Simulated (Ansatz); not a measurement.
# CH₁₂GaGe₂NOSn: a ladder of functionals and wavefunction methods

The task here is to estimate one member of a computed series from the others.

Method: functionals in def2-TZVPP, the program's frozen cores in correlated methods; program: Ansatz 0.2.0, Gaussian basis.

Plan: LDA (SPW92), PBE-D4, revPBE-D4, BLYP-D4, r2SCAN-D4, B97M-V, PBE0-D4, B3LYP-D4, r2SCANh-D4, r2SCAN0-D4, HSE06-D4, BHLYP-D4, CAM-B3LYP-D4, LC-ωPBE, ωB97X-V, ωB97M-V, B2PLYP, PBE-QIDH; CCSD(T)/def2-SVP; CCSD(T)/def2-TZVPP; MP2/def2-QZVPP; extrapolation to the limit; RPA on PBE.

## The geometry

All runs share one geometry, relaxed beforehand with PBE0-D4 in a triple-zeta def2 set. Sn takes the def2 core potential; no spin-orbit term is included.

SMILES `C[N]([GeH2][GaH2])[GeH]([OH])[SnH3]`, 19 atoms, charge 0, spin multiplicity 1.

Atoms are counted from 1 here; the program's logs count them from 0.

Bond lengths: C1–N2 1.448 Å, C1–H8 1.098 Å, C1–H9 1.098 Å, C1–H10 1.095 Å, N2–Ge3 1.884 Å, N2–Ge5 1.798 Å, Ge3–Ga4 2.459 Å, Ge3–H11 1.550 Å, Ge3–H12 1.553 Å, Ga4–H13 1.579 Å, Ga4–H14 1.571 Å, Ge5–O6 1.856 Å, Ge5–Sn7 2.613 Å, Ge5–H15 1.554 Å, O6–H16 0.962 Å, Sn7–H17 1.706 Å, Sn7–H18 1.702 Å, Sn7–H19 1.706 Å. Angles: N2–C1–H8 113.0°, N2–C1–H9 111.7°, N2–C1–H10 110.4°, H8–C1–H9 107.1°, H8–C1–H10 107.6°, H9–C1–H10 106.8°, C1–N2–Ge3 119.7°, C1–N2–Ge5 120.2°, Ge3–N2–Ge5 119.8°, N2–Ge3–Ga4 100.3°, N2–Ge3–H11 102.5°, N2–Ge3–H12 107.1°, Ga4–Ge3–H11 118.4°, Ga4–Ge3–H12 121.2°, H11–Ge3–H12 105.1°, Ge3–Ga4–H13 118.7°, Ge3–Ga4–H14 117.3°, H13–Ga4–H14 120.2° and more.

Coordinates:

```xyz
19
charge 0, multiplicity 1
C     1.2684   -0.6873    1.6857
N     0.7341   -0.5544    0.3459
Ge    0.9039   -1.9814   -0.8720
Ga   -0.7593   -1.3206   -2.5578
Ge    0.0900    1.0272   -0.2169
O    -1.1264    0.4796   -1.5079
Sn   -1.2019    2.3203    1.6501
H     2.3577   -0.5581    1.7284
H     0.8289    0.0480    2.3732
H     1.0371   -1.6775    2.0917
H     0.6044   -3.2159    0.0153
H     2.4104   -2.0981   -1.2317
H    -0.2548   -0.6704   -3.9054
H    -2.1639   -2.0217   -2.4972
H     1.0414    1.9051   -1.0761
H    -1.2905    1.1658   -2.1623
H    -0.1201    3.1562    2.6699
H    -2.1290    1.2293    2.5709
H    -2.2304    3.4540    0.8964
```

Set-up of the first run:

Input file in.yaml:

```yaml
crystal:
  periodic: [false, false, false]
  atoms:
    - {symbol: C, position_ang: [1.268374, -0.687274, 1.685651]}
    - {symbol: N, position_ang: [0.734088, -0.554353, 0.345939]}
    - {symbol: Ge, position_ang: [0.903907, -1.981369, -0.872034]}
    - {symbol: Ga, position_ang: [-0.759310, -1.320643, -2.557849]}
    - {symbol: Ge, position_ang: [0.090020, 1.027201, -0.216904]}
    - {symbol: O, position_ang: [-1.126363, 0.479560, -1.507940]}
    - {symbol: Sn, position_ang: [-1.201933, 2.320295, 1.650050]}
    - {symbol: H, position_ang: [2.357749, -0.558109, 1.728445]}
    - {symbol: H, position_ang: [0.828933, 0.047987, 2.373220]}
    - {symbol: H, position_ang: [1.037074, -1.677538, 2.091662]}
    - {symbol: H, position_ang: [0.604406, -3.215949, 0.015256]}
    - {symbol: H, position_ang: [2.410409, -2.098143, -1.231732]}
    - {symbol: H, position_ang: [-0.254847, -0.670400, -3.905380]}
    - {symbol: H, position_ang: [-2.163918, -2.021698, -2.497225]}
    - {symbol: H, position_ang: [1.041353, 1.905123, -1.076107]}
    - {symbol: H, position_ang: [-1.290507, 1.165813, -2.162292]}
    - {symbol: H, position_ang: [-0.120056, 3.156234, 2.669914]}
    - {symbol: H, position_ang: [-2.128985, 1.229288, 2.570927]}
    - {symbol: H, position_ang: [-2.230393, 3.453983, 0.896420]}
basis:
  gaussian: {orbitals: def2-TZVPP}
hamiltonian: {xc: lda}
output: {orbitals: {seedname: orbitals}}
```

Started as:

```
ansatz run in.yaml --threads 4 --pin off --events-out ev --progress --plain --max-ram 66560MiB --backend cuda --devices 0, --max-vram 37GiB
```

Steps of the session up to this table: LDA; PBE-D4 (GGA); revPBE-D4 (GGA); BLYP-D4 (GGA); r2SCAN-D4 (meta-GGA); B97M-V (meta-GGA); PBE0-D4 (hybrid); B3LYP-D4 (hybrid); r2SCANh-D4 (hybrid); r2SCAN0-D4 (hybrid); HSE06-D4 (hybrid); BHLYP-D4 (hybrid); CAM-B3LYP-D4 (range-separated); LC-ωPBE (range-separated); ωB97X-V (range-separated); ωB97M-V (range-separated); B2PLYP (double hybrid); PBE-QIDH (double hybrid).

One of the session's tables, all rows but one given; the rest of the session is left out.

It belongs to the step «Orbital energies across the functionals». 

| functional | HOMO (eV) | gap (eV) |
| --- | --- | --- |
| LDA (SPW92) | -5.47 | 3.39 |
| PBE-D4 | -5.38 | 3.52 |
| revPBE-D4 | -5.33 | 3.59 |
| BLYP-D4 | -5.26 | 3.52 |
| r2SCAN-D4 | -5.62 | 4.01 |
| B97M-V | -5.78 | 4.00 |
| PBE0-D4 | -6.57 | 5.52 |
| B3LYP-D4 | -6.37 | 5.11 |
| r2SCANh-D4 | -6.07 | 4.74 |
| r2SCAN0-D4 | -6.74 | 5.83 |
| HSE06-D4 | -6.18 | 4.76 |
| BHLYP-D4 | -7.66 | 7.43 |
| CAM-B3LYP-D4 | -7.85 | 7.76 |
| LC-ωPBE | -9.13 | 10.18 |
| ωB97X-V | ? | ? |
| ωB97M-V | -8.72 | 9.32 |

Q: Estimate the row for ωB97X-V from the others.

**Answer.** HOMO (eV): -8.84; gap (eV): 9.70. In the column «HOMO (eV)» it lies between LC-ωPBE (-9.13) and ωB97M-V (-8.72).
